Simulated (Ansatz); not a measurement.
# Mo: the cost of one run

Method: DFT LDA, scalar-relativistic, plane waves, PAW, in Ansatz 0.2.0.

## 1. The structure to begin with

It takes space group Im-3m (No. 229, cubic). The conventional cell has a = 3.111 Å, b = 3.111 Å, c = 3.111 Å, α = 90.00°, β = 90.00°, γ = 90.00°. Mo (site symmetry m-3m) is surrounded by 8 Mo at 2.69 Å.

As a file:

```cif
data_structure
_symmetry_space_group_name_H-M 'Im-3m'
_symmetry_Int_Tables_number 229
_cell_length_a 3.1113
_cell_length_b 3.1113
_cell_length_c 3.1113
_cell_angle_alpha 90.000
_cell_angle_beta 90.000
_cell_angle_gamma 90.000
_cell_volume 30.12
loop_
_atom_site_label
_atom_site_type_symbol
_atom_site_symmetry_multiplicity
_atom_site_Wyckoff_symbol
_atom_site_fract_x
_atom_site_fract_y
_atom_site_fract_z
_atom_site_occupancy
Mo1 Mo 2 a 0.00000 0.00000 0.00000 1
```

This cell was relaxed beforehand with the same method: volume 15.06 Å³/atom, gap on the mesh none (metal).

## 2. Bulk reference on the slab's mesh

input.yaml reads:

```yaml
crystal:
  lattice:
    - [2.6944861595, 0.0, 0.0]
    - [-0.8981620532, 2.5403859136, 0.0]
    - [0.8981620532, 1.2701929568, 2.2000387366]
  atoms:
    - { symbol: Mo, position: [0.0, 0.0, 0.0] }
basis:
  ecutwfc: 420
kpoints:
  mp_grid: { grid: [14, 14, 16] }
hamiltonian:
  xc: lda
scf:
  occupations: { method: gaussian, width: 0.1 }
output:
  forces: true
  stress: true
  eigenvalues: true
```

Launch:

```sh
$ ansatz run input.yaml --threads 1 --pin off --max-ram 2560MiB --backend cpu --events-out ev --progress --plain --runs-dir out
```

Q: Estimate wall time and peak memory on 1 thread of Intel Xeon at 2.70GHz, shared host.

About 7.3 s, with a peak of 0.44 GiB.
